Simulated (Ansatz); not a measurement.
# MoNH+ (sextet): wave-function methods side by side, def2-TZVPP

The task here is to estimate one member of a computed series from the others.

Program: Ansatz 0.2.0, Gaussian basis. Level of theory: def2-TZVPP, core rule «outside noble gas», up to 5 orbitals frozen. These are calculated values, not measurements.

The runs, in order: UHF; ROHF; CCSD(T) on UHF.

### The system

The geometry is a PBE0/def2-TZVP stationary point (not a proven minimum) of the parent state, kept for this charge and spin. No spin-orbit coupling is included. Elements past krypton take def2 core potentials.

3 atoms, charge 1, spin multiplicity 6.

Atoms are counted from 1 here; the program's logs count them from 0.

Bond lengths: Mo1–N2 2.057 Å, N2–H3 1.028 Å. Angles: Mo1–N2–H3 115.2°.

Set-up of the first run:

in.yaml

```yaml
crystal:
  periodic: [false, false, false]
  atoms:
    - {symbol: Mo, position_ang: [0.000000, 0.010781, 0.282315]}
    - {symbol: N, position_ang: [0.000000, -0.129244, -1.770393]}
    - {symbol: H, position_ang: [0.000000, 0.769802, -2.269895]}
basis:
  gaussian: {orbitals: def2-TZVPP}
total_charge: 1
magnetization: {spin_polarized: true, initial_magnetization: 5}
hamiltonian: {xc: hf}
output: {orbitals: {seedname: orbitals}}
```

Command:

```sh
ansatz run in.yaml --threads 1 --pin off --events-out ev --progress --plain --max-ram 4096MiB --backend cpu
```

Steps of the session up to this table: UHF; ROHF; CCSD(T) on UHF.

One of the session's tables, all rows but one given; the rest of the session is left out.

| method | from UCCSD(T) (meV) |
| --- | --- |
| ROHF | +8198.6 |
| UHF | ? |
| UMP2 | +1026.2 |
| UCCSD | +365.2 |
| UCCSD(T) | 0 |

Q: Estimate the row for UHF from the others.

As computed: from UCCSD(T) (meV): +7850.4. In the column «from UCCSD(T) (meV)» it lies between UMP2 (+1026.2) and ROHF (+8198.6).

Limits of these values: The determinant is far from a pure spin state, so its energy mixes those of several spin states (harmless only where they are near-degenerate, as at dissociation). Warnings: spin contamination; coupled cluster took another determinant than the lowest.
